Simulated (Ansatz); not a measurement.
# ClH3S2Si: two geometries relaxed

Aim: relax the geometries before and after the rotation by 120° about the S1–Si2 bond, and see whether they are two minima and how far apart in energy. SMILES of the start: S[SiH](S)Cl.

Method: RKS B3LYP/STO-3G, in Ansatz 0.2.0.

## 1. The structure to begin with

Bond lengths: S1–Si2 2.144 Å, Si2–S3 2.144 Å, Si2–Cl4 2.020 Å, S1–H5 1.326 Å, Si2–H6 1.452 Å, S3–H7 1.327 Å. Angles: S1–Si2–S3 105.4°, S1–Si2–Cl4 111.6°, S1–Si2–H6 109.5°, S3–Si2–Cl4 111.6°, S3–Si2–H6 109.5°, Cl4–Si2–H6 109.1°, Si2–S1–H5 95.8°, Si2–S3–H7 95.8°.

As a file:

```xyz
7

S    -0.5415    1.4694   -1.3104
Si   -0.0556    0.0591    0.2294
S     1.9570   -0.5580   -0.1764
Cl   -1.3292   -1.5090    0.2294
H    -1.8509    1.4520   -1.0999
H    -0.1098    0.7165    1.5225
H     1.9300   -1.6300    0.6053
```

## 2. End point A

input.yaml reads:

```yaml
crystal:
  periodic: [false, false, false]
  atoms:
    - { symbol: S, position_ang: [-0.54148, 1.46942, -1.31036] }
    - { symbol: Si, position_ang: [-0.05565, 0.05906, 0.22939] }
    - { symbol: S, position_ang: [1.95705, -0.55796, -0.17635] }
    - { symbol: Cl, position_ang: [-1.32923, -1.50896, 0.22942] }
    - { symbol: H, position_ang: [-1.85087, 1.45195, -1.0999] }
    - { symbol: H, position_ang: [-0.10977, 0.71654, 1.52252] }
    - { symbol: H, position_ang: [1.92996, -1.63005, 0.60528] }
basis:
  gaussian: { orbitals: STO-3G }
hamiltonian:
  xc: b3lyp
relax:
  f_tol: 0.015
  max_steps: 40
```

The run is started by

```
$ ansatz run input.yaml --threads 1 --pin off --max-ram 2048MiB --backend cpu --events-out ev --progress --plain --runs-dir out
```

The log of the run, shortened:

```text
Warning: RAYON_NUM_THREADS=1 ignored (pool sized by the plan → 1); use --threads N
[...]
Functional definition: B3LYP
[...]
483 factors; integrals over basis functions are off by at most 6.7e-6 eV
[...]
mean field -41654.10519069 eV, -1530.7601315913 hartree, gradient 5.4e-6 eV, S^2 0.000000; 0 other end points of the search recorded, 0 dependent functions left out
[...]
reference -41654.10537216 eV, -1530.7601382603 hartree; 33, 33 occupied and 6, 6 virtual orbitals, 483 factors
relax step   1: F+E_penalty+E_count = -41654.10519069 eV  Δ(F+E_penalty+E_count) = +0.000e0 eV  max|allowed force component| = 2.177e0 eV/Å  Δτ_max = 0.0000 Å  (19 SCF iters, accepted)
[...]
relax step   3: F+E_penalty+E_count = -41654.28919232 eV  Δ(F+E_penalty+E_count) = -4.537e-3 eV  max|allowed force component| = 7.991e-1 eV/Å  Δτ_max = 0.1847 Å  (20 SCF iters, accepted)
[...]
relax step   5: F+E_penalty+E_count = -41654.37413502 eV  Δ(F+E_penalty+E_count) = -1.262e-2 eV  max|allowed force component| = 1.443e-1 eV/Å  Δτ_max = 0.0611 Å  (19 SCF iters, accepted)
[...]
relax step   7: F+E_penalty+E_count = -41654.38923440 eV  Δ(F+E_penalty+E_count) = -8.559e-4 eV  max|allowed force component| = 7.372e-2 eV/Å  Δτ_max = 0.0155 Å  (20 SCF iters, accepted)
[...]
relax step   9: F+E_penalty+E_count = -41654.39088289 eV  Δ(F+E_penalty+E_count) = -1.413e-4 eV  max|allowed force component| = 2.086e-2 eV/Å  Δτ_max = 0.0257 Å  (19 SCF iters, accepted)
[...]
relax step  10: F+E_penalty+E_count = -41654.39088230 eV  Δ(F+E_penalty+E_count) = +5.838e-7 eV  max|allowed force component| = 1.191e-2 eV/Å  Δτ_max = 0.0037 Å  (18 SCF iters, rejected (line search))
[...]
relax step  11: F+E_penalty+E_count = -41654.39090094 eV  Δ(F+E_penalty+E_count) = -1.805e-5 eV  max|allowed force component| = 2.758e-3 eV/Å  Δτ_max = 0.0018 Å  (15 SCF iters, accepted)
483 factors; integrals over basis functions are off by at most 2.1e-5 eV
mean field -41654.39090094 eV, -1530.7706312493 hartree, gradient 6.5e-5 eV, S^2 0.000000; 1 other end points of the search recorded, 0 dependent functions left out
[...]
reference -41654.39108124 eV, -1530.7706378753 hartree; 33, 33 occupied and 6, 6 virtual orbitals, 483 factors
Total energy: -41654.39108124 eV, -1530.7706378753 hartree
Atom 0 at    -0.597326     1.352824    -1.451097 Å, force    -0.000431    -0.000927     0.002758 eV/Å
Atom 1 at    -0.052416    -0.020827     0.078073 Å, force     0.000996     0.000288    -0.002344 eV/Å
Atom 2 at     1.925773    -0.698239    -0.309398 Å, force    -0.002243     0.000006     0.002114 eV/Å
Atom 3 at    -1.424763    -1.663582     0.161217 Å, force     0.000390     0.000900     0.000005 eV/Å
Atom 4 at    -1.713992     1.766046    -0.791624 Å, force    -0.001135     0.000944    -0.001469 eV/Å
Atom 5 at    -0.181583     0.559166     1.404861 Å, force     0.000209    -0.000180    -0.000806 eV/Å
Atom 6 at     2.044317    -1.295386     0.907968 Å, force     0.002214    -0.001031    -0.000257 eV/Å
Dipole moment:     0.256478     0.444843     0.231973 e Å
```

Run time: 21 s. Hardware: 1 thread of Arm Neoverse V1, shared host; peak memory 0.12 GiB.

Step by step:

```tsv
step	energy from step 1 (eV)	largest force component (eV/Å)
1	0.0000	2.1772
2	-0.1795	0.8342
3	-0.1840	0.7991
4	-0.2563	0.3151
5	-0.2689	0.1443
6	-0.2832	0.0812
7	-0.2840	0.0737
8	-0.2856	0.0101
9	-0.2857	0.0209
10x	-0.2857	0.0119
11	-0.2857	0.0028
```

Step 1 is the start. 1 step was tried and not accepted (marked x).

After: Bond lengths: S1–Si2 2.127 Å, Si2–S3 2.127 Å, Si2–Cl4 2.142 Å, S1–H5 1.361 Å, Si2–H6 1.454 Å, S3–H7 1.361 Å. Angles: S1–Si2–S3 108.2°, S1–Si2–Cl4 111.0°, S1–Si2–H6 112.1°, S3–Si2–Cl4 111.0°, S3–Si2–H6 112.1°, Cl4–Si2–H6 102.3°, Si2–S1–H5 93.3°, Si2–S3–H7 93.3°.

## 3. Relaxing end B

The second end starts from a geometry with the move made by hand.

input.yaml reads:

```yaml
crystal:
  periodic: [false, false, false]
  atoms:
    - { symbol: S, position_ang: [-0.54148, 1.46942, -1.31036] }
    - { symbol: Si, position_ang: [-0.05565, 0.05906, 0.22939] }
    - { symbol: S, position_ang: [-0.25308, 1.13601, 2.07262] }
    - { symbol: Cl, position_ang: [1.80899, -0.68226, -0.00354] }
    - { symbol: H, position_ang: [-1.85087, 1.45195, -1.0999] }
    - { symbol: H, position_ang: [-1.00977, -1.0347, 0.20241] }
    - { symbol: H, position_ang: [0.41048, 0.25789, 2.814] }
basis:
  gaussian: { orbitals: STO-3G }
hamiltonian:
  xc: b3lyp
relax:
  f_tol: 0.015
  max_steps: 40
```

The run is started by

```
$ ansatz run input.yaml --threads 1 --pin off --max-ram 2048MiB --backend cpu --events-out ev --progress --plain --runs-dir out
```

The log of the run, shortened:

```text
Warning: RAYON_NUM_THREADS=1 ignored (pool sized by the plan → 1); use --threads N
[...]
[... 1 set-up line as earlier in the session ...]
[...]
484 factors; integrals over basis functions are off by at most 7.6e-6 eV
[...]
mean field -41654.03885846 eV, -1530.7576939270 hartree, gradient 3.7e-6 eV, S^2 0.000000; 0 other end points of the search recorded, 0 dependent functions left out
[...]
reference -41654.03903571 eV, -1530.7577004408 hartree; 33, 33 occupied and 6, 6 virtual orbitals, 484 factors
relax step   1: F+E_penalty+E_count = -41654.03885846 eV  Δ(F+E_penalty+E_count) = +0.000e0 eV  max|allowed force component| = 2.726e0 eV/Å  Δτ_max = 0.0000 Å  (21 SCF iters, accepted)
[...]
relax step   4: F+E_penalty+E_count = -41654.29925914 eV  Δ(F+E_penalty+E_count) = -3.011e-2 eV  max|allowed force component| = 2.529e-1 eV/Å  Δτ_max = 0.1743 Å  (24 SCF iters, accepted)
[...]
relax step   7: F+E_penalty+E_count = -41654.32659610 eV  Δ(F+E_penalty+E_count) = -1.012e-2 eV  max|allowed force component| = 9.480e-2 eV/Å  Δτ_max = 0.2000 Å  (24 SCF iters, accepted)
[...]
relax step  10: F+E_penalty+E_count = -41654.34139916 eV  Δ(F+E_penalty+E_count) = -6.748e-3 eV  max|allowed force component| = 2.224e-1 eV/Å  Δτ_max = 0.0844 Å  (20 SCF iters, accepted)
[...]
relax step  11: F+E_penalty+E_count = -41654.33724157 eV  Δ(F+E_penalty+E_count) = +4.158e-3 eV  max|allowed force component| = 7.667e-1 eV/Å  Δτ_max = 0.1498 Å  (24 SCF iters, rejected (line search))
[...]
relax step  12: F+E_penalty+E_count = -41654.34971569 eV  Δ(F+E_penalty+E_count) = -8.317e-3 eV  max|allowed force component| = 1.705e-1 eV/Å  Δτ_max = 0.0748 Å  (20 SCF iters, accepted)
[...]
484 factors; integrals over basis functions are off by at most 2.0e-5 eV
mean field -41654.35724125 eV, -1530.7693942783 hartree, gradient 4.4e-5 eV, S^2 0.000000; 0 other end points of the search recorded, 0 dependent functions left out
[...]
reference -41654.35742209 eV, -1530.7694009244 hartree; 33, 33 occupied and 6, 6 virtual orbitals, 484 factors
```

## 4. More of the same log: end point B relaxed

Output, continued, shortened:

```text
relax step  13: F+E_penalty+E_count = -41654.35724125 eV  Δ(F+E_penalty+E_count) = -7.526e-3 eV  max|allowed force component| = 1.892e-1 eV/Å  Δτ_max = 0.0731 Å  (20 SCF iters, accepted)
[...]
relax step  19: F+E_penalty+E_count = -41654.39090410 eV  Δ(F+E_penalty+E_count) = -7.481e-5 eV  max|allowed force component| = 1.608e-2 eV/Å  Δτ_max = 0.0066 Å  (18 SCF iters, accepted)
[...]
relax step  20: F+E_penalty+E_count = -41654.39092120 eV  Δ(F+E_penalty+E_count) = -1.709e-5 eV  max|allowed force component| = 3.775e-4 eV/Å  Δτ_max = 0.0029 Å  (18 SCF iters, accepted)
484 factors; integrals over basis functions are off by at most 2.0e-5 eV
[...]
mean field -41654.39092120 eV, -1530.7706319937 hartree, gradient 6.0e-6 eV, S^2 0.000000; 1 other end points of the search recorded, 0 dependent functions left out
[...]
reference -41654.39110107 eV, -1530.7706386038 hartree; 33, 33 occupied and 6, 6 virtual orbitals, 484 factors
Total energy: -41654.39110107 eV, -1530.7706386038 hartree
Atom 0 at    -0.913295     1.771764    -0.950298 Å, force     0.000058     0.000322     0.000203 eV/Å
Atom 1 at    -0.209099     0.284943     0.397099 Å, force     0.000377    -0.000213    -0.000106 eV/Å
Atom 2 at     0.173310     1.213052     2.271787 Å, force     0.000113     0.000374    -0.000114 eV/Å
Atom 3 at     1.552450    -0.668788    -0.361892 Å, force    -0.000196     0.000087    -0.000032 eV/Å
Atom 4 at    -1.290351     0.858495    -1.886450 Å, force    -0.000184    -0.000280    -0.000128 eV/Å
Atom 5 at    -1.137211    -0.827542     0.517018 Å, force     0.000121     0.000004     0.000003 eV/Å
Atom 6 at     0.332817     0.025445     2.917356 Å, force    -0.000289    -0.000292     0.000173 eV/Å
Dipole moment:    -0.533683    -0.013737     0.177459 e Å
```

It took 38 s on 1 thread of Arm Neoverse V1, shared host; peak memory 0.12 GiB.

Step by step:

```tsv
step	energy from step 1 (eV)	largest force component (eV/Å)
1	0.0000	2.7261
2	-0.0996	1.0303
3	-0.2303	0.7400
4	-0.2604	0.2529
5	-0.2765	0.1182
6	-0.2776	0.0881
7	-0.2877	0.0948
8x	-0.2489	1.4064
9	-0.2958	0.0854
10	-0.3025	0.2224
11x	-0.2984	0.7667
12	-0.3109	0.1705
13	-0.3184	0.1892
14	-0.3304	0.1433
15	-0.3414	0.1326
16	-0.3514	0.0405
17	-0.3519	0.0162
18	-0.3520	0.0390
19	-0.3520	0.0161
20	-0.3521	0.0004
```

Step 1 is the start. 2 steps were tried and not accepted (marked x).

After: Bond lengths: S1–Si2 2.127 Å, Si2–S3 2.127 Å, Si2–Cl4 2.142 Å, S1–H5 1.361 Å, Si2–H6 1.454 Å, S3–H7 1.361 Å. Angles: S1–Si2–S3 108.2°, S1–Si2–Cl4 111.0°, S1–Si2–H6 112.1°, S3–Si2–Cl4 111.0°, S3–Si2–H6 112.1°, Cl4–Si2–H6 102.3°, Si2–S1–H5 93.3°, Si2–S3–H7 93.3°.

## 5. Summary of results

| quantity | value |
| --- | --- |
| end A | 9 moves, 0.286 eV lower |
| end B | 17 moves, 0.352 eV lower |
| largest difference between the ends | 0.00 Å |
| end B relative to end A | -0.000 eV |

The two relaxations end at one structure, within 0.00 Å: no second minimum was found from this start, which doesn't rule one out. In so small a basis the energies are only a sketch.
